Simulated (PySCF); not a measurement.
# [Gd(H2O)3]2+: other functionals and bases at one geometry

An exercise on one series of results from a longer session: the logs are not shown, and one member is left open.

Computed with PySCF 2.14.0. Level: several levels, as the steps say, no spin–orbit coupling.

1 further run of the same task is left out (for a known fault of the program).

## Starting geometry

10 atoms, charge 2, spin multiplicity 1.

Bond lengths: Gd1–O2 2.475 Å, Gd1–O5 2.475 Å, Gd1–O8 2.475 Å, O2–H3 0.973 Å, O2–H4 0.973 Å, O5–H6 0.973 Å, O5–H7 0.973 Å, O8–H9 0.973 Å, O8–H10 0.973 Å. Angles: O2–Gd1–O5 120.0°, O2–Gd1–O8 120.0°, O5–Gd1–O8 120.0°, Gd1–O2–H3 128.2°, Gd1–O2–H4 128.2°, H3–O2–H4 103.6°, Gd1–O5–H6 128.2°, Gd1–O5–H7 128.2°, H6–O5–H7 103.6°, Gd1–O8–H9 128.2°, Gd1–O8–H10 128.2°, H9–O8–H10 103.6°.

Geometry (Å):

```xyz
10

Gd    0.0000    0.0000    0.0000
O     2.4751    0.0000    0.0000
H     3.0767   -0.6124    0.4576
H     3.0767    0.6124   -0.4576
O    -1.2375    2.1435    0.0000
H    -1.0080    2.9707    0.4576
H    -2.0687    2.3583   -0.4576
O    -1.2376   -2.1435    0.0000
H    -2.0687   -2.3583    0.4576
H    -1.0080   -2.9707   -0.4576
```

Formal oxidation states: Gd +2. Each metal's 8 4f electrons lie in its core potential, so multiplicities, spins and levels count the valence alone. For divalent La, Ce, Gd or Lu the extra electron is normally 5d or 6s, so this core forces an excited configuration. An earlier session relaxed this geometry at PBE0, Gd lcecp-0-SVP with ECP54, O def2-SVP, H def2-SVP (singlet, point group D3).

At PBE0 on the finer grid: E = -258.314452 Eh, frontier levels not given, since the 4f levels lie in the core, Mulliken charge on Gd1 +1.42 e, largest force component 0.004 eV/Å. 

Levels to run: TPSSh; revPBE; PBE0, TZVP. Hardware: 2 threads of Intel Xeon Platinum 8488C (Sapphire Rapids), shared host.

Set-up of the first run:

run.py (the lines that set the calculation)

```python
mol = gto.M(atom='''
Gd     0.00000     0.00000     0.00000
O      2.47512    -0.00001     0.00000
H      3.07670    -0.61238     0.45760
H      3.07670     0.61236    -0.45760
O     -1.23755     2.14352     0.00000
H     -1.00801     2.97069     0.45760
H     -2.06867     2.35832    -0.45760
O     -1.23757    -2.14351     0.00000
H     -2.06868    -2.35831     0.45760
H     -1.00803    -2.97068    -0.45760''',
    basis={'Gd': 'lcecp-0-SVP', 'O': 'def2-SVP', 'H': 'def2-SVP'},
    ecp={'Gd': 'lcecp-0-SVP'},
    charge=2, spin=0)
mf = dft.RKS(mol, xc='TPSSH')
mf.grids.atom_grid = (75, 302)  # f atoms: unpruned, at least (60, 302)
mf = mf.density_fit()  # fitting sets: Gd AutoAux, O def2-universal-JKFIT, H def2-universal-JKFIT
mf.conv_tol = 1e-08; mf.max_cycle = 55
mf.kernel(dm0)  # dm0: the density of the relaxed state
```

Run with:

```bash
> OMP_NUM_THREADS=2 python run.py
```

Among the steps run: TPSSh; revPBE; PBE0, TZVP.

One table of the session follows, with a row left open; its other results are not shown here.

```
              level  charge on Gd1 (e)  largest force component (eV/Å)
PBE0 (relaxed here)               1.42                            0.00
              TPSSh                  ?                               ?
             revPBE               1.33                            0.49
         PBE0, TZVP               1.68                            0.37
```

Estimate the missing values for TPSSh.

As computed: charge on Gd1 (e): 1.40; largest force component (eV/Å): 0.29. In the column «charge on Gd1 (e)» it lies between revPBE (1.33) and PBE0 (relaxed here) (1.42).

The largest leftover force, 0.49 eV/Å with revPBE, stands at a geometry relaxed at another level. With 4f in the core, its levels are missing from HOMO and gap, and its count is fixed, so no charge can pass from the ligands into it. Total energies of different levels can't be compared.
